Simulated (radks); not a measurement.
# Dipole-allowed lines with 18 electrons: Zr²²⁺, Nb²³⁺, Mo²⁴⁺, Tc²⁵⁺

One table from this session's results is given with a row withheld; the runs are named, their logs left out.

Program: radks (a radial shooting solver on a logarithmic mesh, Libxc functionals) version 1. Level of theory: non-relativistic Kohn-Sham, LB94 model potential, spin-polarised, spherical densities, point nucleus. These are calculated values, not measurements, unless marked.

### The atom as given

| Item | Value |
| --- | --- |
| species | Zr²²⁺ ([Ar]), Nb²³⁺ ([Ar]), Mo²⁴⁺ ([Ar]), Tc²⁵⁺ ([Ar]) |

LB94 adds a gradient term to the LDA potential that gives it a −1/r tail. It is a model potential with no energy functional, so Etot and Exc are not given.

Set-up of the first run:

The run's settings:

```text
Z 40
configuration [Ar] 4s0 3d0 4p0 4f0
relativity non-relativistic
functional lda,pw
model_potential LB94
spin polarised
nucleus point
response adiabatic LDA kernel, real frequencies
```

Run with:

```
$ python run_ks.py task.json out
```

All runs below come from this command, one after another.

Among the steps run: Zr²²⁺, [Ar]; Nb²³⁺, [Ar]; Mo²⁴⁺, [Ar]; Tc²⁵⁺, [Ar].

One of the session's tables, all rows but one given; the rest of the session is left out.

```
species  −ε(HOMO) (eV)  first line (eV)  strongest line (eV)  static α (bohr³)
  Zr²²⁺         1085.5           139.37               572.32           0.05998
  Nb²³⁺              ?                ?                    ?                 ?
  Mo²⁴⁺         1256.1           148.97               654.69           0.04864
  Tc²⁵⁺         1345.9           153.76               697.86           0.04404
```

**Question.** Estimate the row for Nb²³⁺.

The run gave: −ε(HOMO) (eV): 1169.3; first line (eV): 144.17; strongest line (eV): 612.84; static α (bohr³): 0.05392. In the column «−ε(HOMO) (eV)» it lies between Zr²²⁺ (1085.5) and Mo²⁴⁺ (1256.1).

What this shows: In Zr²²⁺ the response moves the first line 30.963 eV above the bare orbital gap, and the lines found carry 96 % of the static polarisability. Very weak lines can be missed, and lines above minus the highest eigenvalue dissolve into this model's continuum.
